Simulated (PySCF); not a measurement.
**V(OH)₂: structure of the quartet**

Aim: relax V(OH)₂ as a quartet from a linear start, check by its vibrations whether the end is a minimum, and collect its spectrum and constants.

Method: PBE0, basis V def2-TZVP, O def2-TZVP, H def2-TZVP, no relativity, density fitting; program: PySCF 2.14.0.

### 1 The starting structure

5 atoms, charge 0, spin multiplicity 4.

Bond lengths: V1–O2 1.970 Å, V1–O3 1.970 Å, O2–H4 0.960 Å, O3–H5 0.960 Å. Angles: O2–V1–O3 180.0°, V1–O2–H4 130.0°, V1–O3–H5 130.0°.

```xyz
5
charge 0 multiplicity 4
V     0.0000    0.0000    0.0000
O     0.0000    0.0000    1.9700
O     0.0000    0.0000   -1.9700
H    -0.7354    0.0000    2.5871
H     0.7354    0.0000   -2.5871
```

### 2 Relaxing the quartet from the linear start

One driver script runs all steps and calls PySCF; scf.py shows how it sets up the SCF of each step. The optimiser is the driver's own. Before each start the driver seeks the lowest SCF state from one or more starting densities and follows internal instabilities, so scf.py alone need not reach the same state.

The program finds C2h symmetry in the start, which this walk keeps. Threshold on the gradient: 0.0003 Eh/bohr, with a further test on the energy change.

scf.py reads:

```python
from pyscf import gto, scf, dft
mol = gto.M(atom='''
V      0.000000     0.000000     0.000000
O     -0.000000     0.000000     1.970000
O      0.000000     0.000000    -1.970000
H     -0.735400     0.000000     2.587100
H      0.735400     0.000000    -2.587100''',
    basis={'V': 'def2-TZVP', 'O': 'def2-TZVP', 'H': 'def2-TZVP'},
    charge=0, spin=3)
mf = dft.UKS(mol, xc='PBE0')
mf.grids.atom_grid = (50, 194)
aux = {'V': 'def2-universal-JKFIT', 'O': 'def2-universal-JKFIT', 'H': 'def2-universal-JKFIT'}
mf = mf.density_fit(auxbasis=aux)
mf.kernel()
```

The runs that follow: Vibrations and properties at this point.

What does the calculation give? Wanted: minimum; geometry; wavenumbers; dipole moment; highest occupied, lowest empty level; polar-tensor charge of V1; zero-point energy; atomisation energy; ⟨S²⟩.

The runs gave:

```
                                          quantity                                                                      value
                                           minimum                                                               quartet, D∞h
                                          geometry        O–H 0.952 Å (×2), V–O 1.775 Å (×2); H–O–V 180.0° (×2), O–V–O 180.0°
                                wavenumbers (cm⁻¹)  63 (πu), 394 (πg), 421 (πu), 677 (σg+), 807 (σu+), 4003 (σu+), 4006 (σg+)
                                     dipole moment                                                                     0.00 D
highest occupied, lowest empty level (either spin)                                                            -5.55, -1.16 eV
                         polar-tensor charge of V1                                                                    +1.15 e
                                 zero-point energy                                                                67.3 kJ/mol
                               entropy at 298.15 K                                                            293.0 J/(mol K)
         atomisation energy (no zero-point energy)                                                                1830 kJ/mol
                                              ⟨S²⟩                                                                      3.769
```

What this shows: From C2h at the start the molecule goes to a D∞h minimum. In the infrared the band at 421 cm⁻¹ (πu) leads. V1 has a polar-tensor charge of +1.2 e (a dipole derivative, not a static charge), yet symmetry cancels the bond dipoles. Most of the spin sits on V1 (Mulliken spin 3.15, against 3 for the whole molecule). Only this shape and spin were tried, so other structures or states may lie lower. Take wavenumbers under 90 cm⁻¹ as rough. One determinant may miss the lowest occupation of an open d or f shell.
